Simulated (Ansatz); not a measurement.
# C₂H₇BSe: a ladder of functionals and wavefunction methods

How much do the methods differ for C₂H₇BSe? The plan is to run it at one geometry with functionals of several rungs and with coupled cluster, and see how far each lands from CCSD(T) at the basis-set limit for the atomisation energy.

The runs use Ansatz 0.2.0, Gaussian basis; functionals in def2-TZVPP, the program's frozen cores in correlated methods.

Levels to be run: PBE-D4, r2SCAN-D4, PBE0-D4, B3LYP-D4, ωB97X-V, ωB97M-V, B2PLYP; CCSD(T)/def2-TZVPP; MP2/def2-QZVPP; extrapolation to the limit.

### 1 The relaxed structure

An earlier PBE0-D4 in a triple-zeta def2 set relaxation fixed the geometry.

11 atoms, charge 0, spin multiplicity 1.

Atoms are counted from 1 here; the program's logs count them from 0.

Bond lengths: B1–C2 1.554 Å, B1–Se3 2.193 Å, B1–H5 1.198 Å, B1–H6 1.197 Å, C2–Se3 1.985 Å, C2–H7 1.086 Å, C2–H8 1.087 Å, Se3–C4 1.941 Å, C4–H9 1.089 Å, C4–H10 1.088 Å, C4–H11 1.088 Å. Angles: C2–B1–Se3 61.2°, C2–B1–H5 119.9°, C2–B1–H6 119.0°, Se3–B1–H5 107.5°, Se3–B1–H6 107.9°, H5–B1–H6 120.3°, B1–C2–Se3 75.5°, B1–C2–H7 121.1°, B1–C2–H8 122.3°, Se3–C2–H7 108.1°, Se3–C2–H8 108.2°, H7–C2–H8 112.3°, B1–Se3–C2 43.3°, B1–Se3–C4 100.0°, C2–Se3–C4 98.0°, Se3–C4–H9 107.5°, Se3–C4–H10 109.8°, Se3–C4–H11 108.4° and more.

As a file:

```mol
C2H7BSe
  3D, bonds by distance, orders not assigned

 11 11  0  0  0  0  0  0  0  0999 V2000
   -0.2364    1.4559    0.4858 B   0  0
   -0.7393    0.1425    1.1464 C   0  0
    1.1038   -0.2792    0.5410 Se  0  0
    0.6495   -1.1104   -1.1534 C   0  0
   -0.4876    1.6805   -0.6641 H   0  0
    0.2371    2.3097    1.1789 H   0  0
   -0.7716    0.0353    2.2269 H   0  0
   -1.4256   -0.5339    0.6438 H   0  0
    1.5547   -1.1363   -1.7584 H   0  0
    0.2857   -2.1216   -0.9814 H   0  0
   -0.1049   -0.4996   -1.6446 H   0  0
  1  2  8  0
  1  3  8  0
  1  5  8  0
  1  6  8  0
  2  3  8  0
  2  7  8  0
  2  8  8  0
  3  4  8  0
  4  9  8  0
  4 10  8  0
  4 11  8  0
M  END
```

### 2 PBE-D4 (GGA)

Input file in.yaml:

```yaml
crystal:
  periodic: [false, false, false]
  atoms:
    - {symbol: B, position_ang: [-0.236432, 1.455878, 0.485753]}
    - {symbol: C, position_ang: [-0.739340, 0.142512, 1.146371]}
    - {symbol: Se, position_ang: [1.103761, -0.279216, 0.540973]}
    - {symbol: C, position_ang: [0.649547, -1.110385, -1.153390]}
    - {symbol: H, position_ang: [-0.487624, 1.680516, -0.664112]}
    - {symbol: H, position_ang: [0.237139, 2.309723, 1.178918]}
    - {symbol: H, position_ang: [-0.771559, 0.035268, 2.226865]}
    - {symbol: H, position_ang: [-1.425578, -0.533881, 0.643753]}
    - {symbol: H, position_ang: [1.554704, -1.136334, -1.758435]}
    - {symbol: H, position_ang: [0.285727, -2.121576, -0.981396]}
    - {symbol: H, position_ang: [-0.104946, -0.499606, -1.644600]}
basis:
  gaussian: {orbitals: def2-TZVPP}
hamiltonian: {xc: pbe, dispersion: d4}
output: {forces: true, orbitals: {seedname: orbitals}}
```

Command:

```
> ansatz run in.yaml --threads 4 --pin off --events-out ev --progress --plain --max-ram 10444MiB
```

After this run come: r2SCAN-D4 (meta-GGA); PBE0-D4 (hybrid); B3LYP-D4 (hybrid); ωB97X-V (range-separated); ωB97M-V (range-separated); B2PLYP (double hybrid); CCSD(T) in def2-TZVPP; MP2 in def2-QZVPP.

Before running them: what should the planned runs give, taken together? Wanted: atomisation energy, CCSD(T)/CBS; farthest; mean size of error, hybrid; mean size of error, range-separated; gap, smallest and largest; T1 diagnostic; triples share of the correlation energy.

**Answer**, as computed:

| quantity | value |
| --- | --- |
| atomisation energy, CCSD(T)/CBS | 3905.3 kJ/mol |
| functionals within 39.1 kJ/mol (1.0 %) | r2SCAN-D4, PBE0-D4, B3LYP-D4, ωB97X-V, ωB97M-V, B2PLYP |
| farthest | PBE-D4 (+75.9 kJ/mol) |
| mean size of error, hybrid | 18.1 kJ/mol |
| mean size of error, range-separated | 5.8 kJ/mol |
| gap, smallest and largest | 5.13 eV (PBE-D4), 11.44 eV (ωB97X-V) |
| T1 diagnostic | 0.0104 |
| triples share of the correlation energy | 3.9 % |

In words: PBE-D4 misses by +75.9 kJ/mol. Double hybrids carry the basis error of their MP2 part in triple zeta, and no dispersion term here, so their miss is partly the set-up's. Misses under about 39.1 kJ/mol are within the doubt on the reference itself, which lacks core-valence correlation, relativity and higher excitations, and its outer-core shells are covered unevenly. All levels share the lack of spin-orbit coupling, which lowers the free heavy atoms and so the true binding. Hartree-Fock recovers 75 % of the binding; the rest is correlation. The gap grows from 5.1 to 11.4 eV across the functionals, mostly with the share of exact exchange. Correlated methods include outer-core shells of Se, which these sets cover unevenly.
